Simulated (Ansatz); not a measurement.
# AlN (wurtzite): the cost of one run

Method: DFT PBE, scalar-relativistic, plane waves, norm-conserving pseudopotentials, in Ansatz 0.2.0.

## Step 1: Starting point

Symmetry: P6_3mc, No. 186, hexagonal system. Conventional cell: a = 3.110 Å, b = 3.110 Å, c = 4.980 Å, α = 90.00°, β = 90.00°, γ = 120.00°. Al (site symmetry 3m) is surrounded by 4 N at 1.89 to 1.90 Å. Around N (site symmetry 3m) lie 4 Al at 1.89 to 1.90 Å.

As a file:

```
CELL_PARAMETERS angstrom
3.11000 0.00000 0.00000
-1.55500 2.69334 0.00000
0.00000 0.00000 4.98000
ATOMIC_POSITIONS crystal
Al 0.33333 0.66667 0.00000
Al 0.66667 0.33333 0.50000
N 0.33333 0.66667 0.38200
N 0.66667 0.33333 0.88200
```

## Step 2: Cell and atoms relaxed at 0 GPa

input.yaml

```yaml
crystal:
  lattice:
    - [3.11, 0.0, 0.0]
    - [-1.555, 2.6933390058, 0.0]
    - [0.0, 0.0, 4.98]
  atoms:
    - { symbol: Al, position: [0.3333333333, 0.6666666667, 0.0] }
    - { symbol: Al, position: [0.6666666667, 0.3333333333, 0.5] }
    - { symbol: "N", position: [0.3333333333, 0.6666666667, 0.382] }
    - { symbol: "N", position: [0.6666666667, 0.3333333333, 0.882] }
scf:
  occupations: { method: fixed }
output:
  forces: true
  stress: true
  eigenvalues: true
  write_density: true
  write_potential: true
  elf: true
  volumetric_format: npy
hamiltonian:
  xc: pbe
  pseudopotentials: { kind: nc }
kpoints:
  mp_grid: { grid: [9, 9, 6] }
relax:
  f_tol: 0.001
  max_steps: 60
  cell: { stress_tol: 0.01, p_target: 0 }
```

On the command line:

```console
> ansatz run input.yaml --threads 1 --pin off --max-ram 2867MiB --backend cpu --events-out ev --progress --plain --runs-dir out
```

What time and memory should one allow on 1 thread of Intel Xeon at 2.30GHz, shared host?

About 88 s, with a peak of 0.42 GiB.
